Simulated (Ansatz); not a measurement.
# Nb3Pd, space group Cmmm: a relaxation followed by a look at the electronic structure

Program: Ansatz 0.2.0, Python API.

Run as a notebook:

**Cell 1**
```python
import warnings

import ansatz as az
import numpy as np
from pymatgen.core import Lattice, Structure
from pymatgen.io.ase import AseAtomsAdaptor
```

**Cell 2**
```python
XC = 'LDA'
SIGMA = 0.1
```

**Cell 3**
```python
def count_gap(report):
    # lowest empty less highest filled band, counting bands; zero where they overlap
    return max(report.get('gap_by_band_count_ev') or 0.0, 0.0)
```

**Cell 4**
```python
def with_settings(crystal, spacing):
    return (
        crystal.calculation()
        .functional(XC)
        .basis(17 * az.Ha)
        .occupations(az.OccupationsMethod.COLD, width=SIGMA)
        .kpoints(spacing=spacing)
    )
```

**Cell 5**
```python
warnings.simplefilter('ignore', az.DeckWarning)
```

**Cell 6**
```python
pmg_structure = Structure(
    Lattice([(1.722592, -2.217362, 0.0), (1.722592, 2.217362, 0.0), (0.0, 0.0, 9.076714)]),
    ['Nb', 'Nb', 'Nb', 'Pd'],
    [
        (0.5, 0.5, 0.760206),
        (0.0, 0.0, 0.5),
        (0.5, 0.5, 0.239794),
        (0.0, 0.0, 0.0),
    ],
)
cell = az.Crystal.from_ase(AseAtomsAdaptor.get_atoms(pmg_structure))

relaxed = with_settings(cell, 0.3).relax(cell=True, force_tolerance=0.02, max_steps=40).checkpoint(write='relax.run', compress=False).run()
cell = np.asarray(relaxed.lattice.cell_ang)
print('relaxed edges (A):', np.linalg.norm(cell, axis=1).round(4), ' volume:', round(abs(np.linalg.det(cell)), 3), 'A^3')
for site in relaxed.lattice.sites:
    print(' ', site.symbol, np.round(site.position_frac, 4) + 0.0)

final = az.Crystal.from_checkpoint('relax.run')
result = with_settings(final, 0.22).functional('lda').stress().band_table().density_of_states(energy_step=0.05).run()
report = result.report

type(result).__name__, type(report).__name__
```
Output:
```text
relaxed edges (A): [2.7443 2.7443 8.9323]  volume: 65.102 A^3
  Nb [0.5  0.5  0.76]
  Nb [0.  0.  0.5]
  Nb [0.5  0.5  0.24]
  Pd [0. 0. 0.]
('RunOutcome', 'dict')
```

**Cell 7**
```python
report['n_kpoints'], report['n_symmetry_ops'], report['n_pw']
```
Output:
```text
(108, 8, 1481)
```

**Cell 8**
```python
dos = result.density_of_states()
print(f'pressure at the relaxed cell {np.trace(report["stress_gpa"]) / 3:.3f} GPa, gap by band count {count_gap(report):.3f} eV')
if count_gap(report) == 0:
    print('states/eV at the Fermi level:', round(float(np.interp(dos.fermi_ev, dos.energies_ev, dos.spin_summed_g_bin_mean_per_ev)), 3))
```
Output:
```text
pressure at the relaxed cell 0.460 GPa, gap by band count 0.000 eV
states/eV at the Fermi level: 3.305
```

Reading the output:
- Only differences from the Fermi energy are physical; the zero of the scale is a convention.
- A gap by band count of zero or less means overlapping bands, a metal, and at an odd count of electrons it is no gap at all.
- This cell is a computed structure, which may not be the phase found in nature.
- Gaps and levels are Kohn-Sham values on a finite set of k-points, without spin-orbit coupling.
- Where the second run takes another functional or mesh than the relaxation, its pressure isn't zero; pressure is positive in compression.
- The computed bands are complete only to about 2.0 eV above the Fermi level; beyond that the density of states is undercounted.
- Wall time of the script: 38 s on 1 thread of Arm Neoverse V2, on a shared host, peak memory 0.61 GiB.
